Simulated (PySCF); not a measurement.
# H12N4Nd (Nd(NH3)43+): the cost of one run

The runs use PySCF 2.14.0; several levels, as the steps say, no spin–orbit coupling.

3 further runs of the same task are left out: 2 for a known fault of the program, 1 set aside as unsound or not needed.

### Step 1. The starting structure

17 atoms, charge 3, spin multiplicity 1.

Bond lengths: Nd1–N2 2.518 Å, Nd1–N6 2.518 Å, Nd1–N10 2.520 Å, Nd1–N14 2.520 Å, N2–H3 1.035 Å, N2–H4 1.035 Å, N2–H5 1.035 Å, N6–H7 1.035 Å, N6–H8 1.035 Å, N6–H9 1.035 Å, N10–H11 1.035 Å, N10–H12 1.035 Å, N10–H13 1.035 Å, N14–H15 1.035 Å, N14–H16 1.035 Å, N14–H17 1.035 Å. Angles: N2–Nd1–N6 109.7°, N2–Nd1–N10 109.4°, N2–Nd1–N14 109.4°, N6–Nd1–N10 109.4°, N6–Nd1–N14 109.4°, N10–Nd1–N14 109.4°, Nd1–N2–H3 115.7°, Nd1–N2–H4 115.6°, Nd1–N2–H5 115.6°, H3–N2–H4 102.7°, H3–N2–H5 102.7°, H4–N2–H5 102.7°, Nd1–N6–H7 115.7°, Nd1–N6–H8 115.6°, Nd1–N6–H9 115.6°, H7–N6–H8 102.7°, H7–N6–H9 102.7°, H8–N6–H9 102.7° and more.

Coordinates:

```
atom    x (Å)    y (Å)    z (Å)
 Nd1   0.0000   0.0000   0.0039
  N2   1.4554   1.4554   1.4537
  H3   1.3352   1.3352   2.4747
  H4   2.4757   1.3324   1.3291
  H5   1.3324   2.4757   1.3291
  N6  -1.4554  -1.4554   1.4537
  H7  -1.3352  -1.3352   2.4747
  H8  -2.4757  -1.3324   1.3291
  H9  -1.3324  -2.4757   1.3291
 N10   1.4541  -1.4541  -1.4529
 H11   2.0940  -2.0940  -0.9503
 H12   0.9496  -2.0926  -2.0927
 H13   2.0926  -0.9496  -2.0927
 N14  -1.4541   1.4541  -1.4529
 H15  -2.0940   2.0940  -0.9503
 H16  -0.9496   2.0926  -2.0927
 H17  -2.0926   0.9496  -2.0927
```

Formal oxidation states: Nd +3. Each metal's 3 4f electrons lie in its core potential, so multiplicities, spins and levels count the valence alone. An earlier session relaxed this geometry at r2SCAN, Nd lcecp-1-SVP with ECP49, N def2-SVP, H def2-SVP (singlet, point group D2d).

At r2SCAN on the finer grid: E = -258.970733 Eh, HOMO -21.97 eV, LUMO -15.35 eV, Mulliken charge on Nd1 +1.63 e, largest force component 0.015 eV/Å. 

Levels to run: TPSSh; CAM-B3LYP; revPBE; M06-L; r2SCAN, TZVP. Hardware: 4 threads of Arm Neoverse V1, shared host.

### Step 2. TPSSh

File run.py (the lines that set the calculation):

```python
mol = gto.M(atom='''
Nd     0.00000     0.00000     0.00389
N      1.45545     1.45545     1.45369
H      1.33519     1.33519     2.47475
H      2.47571     1.33237     1.32912
H      1.33237     2.47571     1.32912
N     -1.45545    -1.45545     1.45369
H     -1.33519    -1.33519     2.47475
H     -2.47571    -1.33237     1.32912
H     -1.33237    -2.47571     1.32912
N      1.45406    -1.45406    -1.45290
H      2.09397    -2.09397    -0.95030
H      0.94957    -2.09260    -2.09266
H      2.09260    -0.94957    -2.09266
N     -1.45406     1.45406    -1.45290
H     -2.09397     2.09397    -0.95030
H     -0.94957     2.09260    -2.09266
H     -2.09260     0.94957    -2.09266''',
    basis={'Nd': 'lcecp-1-SVP', 'N': 'def2-SVP', 'H': 'def2-SVP'},
    ecp={'Nd': 'lcecp-1-SVP'},
    charge=3, spin=0)
mf = dft.RKS(mol, xc='TPSSH')
mf.grids.atom_grid = (75, 302)  # f atoms: unpruned, at least (60, 302)
mf = mf.density_fit()  # fitting sets: Nd AutoAux, N def2-universal-JKFIT, H def2-universal-JKFIT
mf.conv_tol = 1e-08; mf.max_cycle = 55
mf.kernel(dm0)  # dm0: the density of the relaxed state
```

Started as:

```
$ OMP_NUM_THREADS=4 python run.py
```

**Question.** How long does this run take on 4 threads of Arm Neoverse V1, shared host?

About 13 s.
